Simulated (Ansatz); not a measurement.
**BrF2HOSn: basis-set convergence**

One table from this session's results is given with a row withheld; the runs are named, their logs left out.

The runs use Ansatz 0.2.0, Gaussian basis; one geometry, several basis sets.

Plan: PBE0-D4/def2-SVP; ωB97M-V/def2-SVP; PBE0-D4/def2-QZVPP; ωB97M-V/def2-QZVPP; the functionals' def2-TZVPP values are taken from earlier runs.

### The geometry

All runs share one geometry, relaxed beforehand with PBE0-D4 in a triple-zeta def2 set. Sn takes the def2 core potential; no spin-orbit term is included.

SMILES `[OH][Sn]([F])([F])[Br]`, 6 atoms, charge 0, spin multiplicity 1.

Atoms are counted from 1 here; the program's logs count them from 0.

Bond lengths: O1–Sn2 1.925 Å, O1–H6 0.962 Å, Sn2–F3 1.886 Å, Sn2–F4 1.895 Å, Sn2–Br5 2.424 Å. Angles: Sn2–O1–H6 113.6°, O1–Sn2–F3 105.7°, O1–Sn2–F4 109.6°, O1–Sn2–Br5 115.8°, F3–Sn2–F4 105.9°, F3–Sn2–Br5 110.7°, F4–Sn2–Br5 108.6°.

The first run:

in.yaml

```yaml
crystal:
  periodic: [false, false, false]
  atoms:
    - {symbol: O, position_ang: [-0.508104, 0.063639, 1.499696]}
    - {symbol: Sn, position_ang: [-0.078928, -0.013191, -0.374940]}
    - {symbol: F, position_ang: [-1.653467, 0.495118, -1.280022]}
    - {symbol: F, position_ang: [0.253456, -1.809023, -0.878960]}
    - {symbol: Br, position_ang: [1.795641, 1.350179, -1.085701]}
    - {symbol: H, position_ang: [0.233502, -0.150721, 2.073727]}
basis:
  gaussian: {orbitals: def2-SVP}
hamiltonian: {xc: pbe0, dispersion: d4}
output: {orbitals: {seedname: orbitals}}
```

Steps of the session up to this table: PBE0-D4 in def2-SVP; ωB97M-V in def2-SVP; PBE0-D4 in def2-QZVPP; ωB97M-V in def2-QZVPP.

One table of the session follows, with a row left open; its other results are not shown here.

It belongs to the step «Density functionals: the series». 

```
functional       basis  HOMO (eV)  LUMO (eV)
   PBE0-D4    def2-SVP      -9.40      -2.80
   PBE0-D4  def2-TZVPP      -9.53      -2.97
   PBE0-D4  def2-QZVPP      -9.53      -2.99
   ωB97M-V    def2-SVP          ?          ?
   ωB97M-V  def2-TZVPP     -11.78      -0.91
   ωB97M-V  def2-QZVPP     -11.79      -1.00
```

**Question.** Estimate the row for ωB97M-V, def2-SVP.

**Answer.** HOMO (eV): -11.63; LUMO (eV): -0.67. In the column «HOMO (eV)» it lies between ωB97M-V, def2-TZVPP (-11.78) and PBE0-D4, def2-TZVPP (-9.53).
